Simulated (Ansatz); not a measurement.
# Ba2C: the band gap up the ladder of functionals

The task here is to estimate one member of a computed series from the others.

The runs shown are made with Ansatz 0.2.0. PAW datasets, plane waves. No spin polarisation. The prototype was imposed, so other structures may be more stable.

## The cell

The cell was relaxed beforehand with r2SCAN.

The symmetry is Fm-3m (No. 225, cubic); conventional cell a = 7.013 Å, 28.75 Å³ an atom. C has 8 Ba at 3.04 Å; Ba has 4 C at 3.04 Å.

As a file:

```
CELL_PARAMETERS angstrom
0.00000 3.50665 3.50665
3.50665 0.00000 3.50665
3.50665 3.50665 0.00000
ATOMIC_POSITIONS crystal
C 0.00000 0.00000 0.00000
Ba 0.25000 0.25000 0.25000
Ba 0.75000 0.75000 0.75000
```

The first run:

Contents of input.yaml:

```yaml
crystal:
  lattice:
    - [0.0, 3.5066490138, 3.5066490138]
    - [3.5066490138, 0.0, 3.5066490138]
    - [3.5066490138, 3.5066490138, 0.0]
  atoms:
    - { symbol: C, position: [0.0, 0.0, 0.0] }
    - { symbol: Ba, position: [0.25, 0.25, 0.25] }
    - { symbol: Ba, position: [0.75, 0.75, 0.75] }
kpoints:
  mp_grid: { grid: [6, 6, 6] }
  band_path:
    path:
      - [[0.0, 0.0, 0.0], [0.5, 1.226019523421e-35, 0.5], [0.625, 0.25, 0.625]]
      - [[0.375, 0.375, 0.75], [0.0, 0.0, 0.0], [0.5, 0.5, 0.5], [0.5, 0.25, 0.75], [0.5, 1.226019523421e-35, 0.5]]
    npoints: 10
hamiltonian:
  xc: pbe
scf:
  occupations: { method: fermi_dirac, width: 0.02 }
  n_extra_bands: 4
output:
  forces: true
  stress: true
  eigenvalues: true
```

The run is started by

```sh
> ansatz run input.yaml --threads 2 --pin off --max-ram 2211MiB --backend cpu --events-out ev --progress --plain --runs-dir out
```

Steps of the session up to this table: PBE bands along the symmetry lines; r2SCAN; HSE06; PBE+SOC; Single point with PBE0; Single point with LDA; Single point with HSE06+SOC.

One of the session's tables, all rows but one given; the rest of the session is left out.

```
    level  gap (eV)
      PBE     -0.08
   r2SCAN      0.00
    HSE06      0.01
  PBE+SOC     -0.02
     PBE0         ?
      LDA     -0.09
HSE06+SOC      0.06
```

**Question.** Estimate the row for PBE0.

The run gave: gap (eV): 0.60. In the column «gap (eV)» it is the highest.

Meshes: PBE 6×6×6, r2SCAN 6×6×6, HSE06 4×4×4, PBE+SOC 6×6×6, PBE0 4×4×4, LDA 6×6×6, HSE06+SOC 4×4×4.

To keep in mind: Warnings in the runs' records: stress scf threshold loose, stress exchange threshold loose, filled band counts differ across k points.
